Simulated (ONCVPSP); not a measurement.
# Pr: the cost of one run

Program: ONCVPSP 4.0.1.1 (patched build). Reference atom: PBE, scalar-relativistic, spherical and spin-unpolarised. All values are calculated.

**1. The atom and the settings**

The settings as typed:

* element: praseodymium (Pr, Z = 59)
* type: optimised norm-conserving Vanderbilt (ONCV)
* frozen core: [Kr] 4d10 5s2
* valence charge: 11
* reference configuration: 4f3 5p6 6s2
* partial waves: 6s: rc 4.00 bohr, ncon 4, nbas 8, qcut 1.6 1/bohr, 2 projectors, debl 2.6 Ha; 5p: rc 2.20 bohr, ncon 4, nbas 7, qcut 5.4 1/bohr, 2 projectors, debl 3 Ha; d scattering state at 0.27 Ha: rc 3.40 bohr, ncon 4, nbas 8, qcut 3.1 1/bohr, 2 projectors, debl 1.1 Ha; 4f: rc 1.80 bohr, ncon 3, nbas 7, qcut 10.8 1/bohr, 1 projector
* local potential: polynomial inside 1.65 bohr (lpopt 1, dvloc0 2 Ha)
* core correction: not asked for

**2. The generation run**

File Pr.dat:

```
# ATOM AND REFERENCE CONFIGURATION
# atsym  z   nc   nv     iexc    psfile
  Pr 59.00   10    3        4      upf
#
#   n    l    f
    1    0    2.00
    2    0    2.00
    2    1    6.00
    3    0    2.00
    3    1    6.00
    3    2   10.00
    4    0    2.00
    4    1    6.00
    4    2   10.00
    5    0    2.00
    4    3    3.00
    5    1    6.00
    6    0    2.00
#
# PSEUDOPOTENTIAL AND OPTIMIZATION
# lmax
    3
#
#   l,   rc,      ep,       ncon, nbas, qcut
    0    4.00    0.00    4    8    1.60
    1    2.20    0.00    4    7    5.40
    2    3.40    0.27    4    8    3.10
    3    1.80    0.00    3    7   10.80
#
# LOCAL POTENTIAL
# lloc, lpopt,  rc(5),   dvloc0
    4    1    1.65    2.00
#
# VANDERBILT-KLEINMAN-BYLANDER PROJECTORs
# l, nproj, debl
    0    2    2.60
    1    2    3.00
    2    2    1.10
    3    1    2.70
#
# MODEL CORE CHARGE
# icmod, fcfact, rcfact
    0    0.00    0.00
#
# LOG DERIVATIVE ANALYSIS
# epsh1, epsh2, depsh
   -2.00    5.00    0.02
#
# OUTPUT GRID
# rlmax, drl
    6.00    0.01
#
# TEST CONFIGURATIONS
# ncnf
    4
# nvcnf
#   n    l    f
    3
    4    3    3.00
    5    1    6.00
    6    0    1.00
#
    3
    4    3    3.00
    5    1    6.00
    6    0    0.00
#
    3
    4    3    2.00
    5    1    6.00
    6    0    0.00
#
    3
    4    3    1.00
    5    1    6.00
    6    0    0.00
#
```

Started as:

```console
$ oncvpsp.x < Pr.dat > Pr.out
```

**Question.** How long does this run take on 1 thread of Neoverse-N1, shared host?

About 6.2 s.
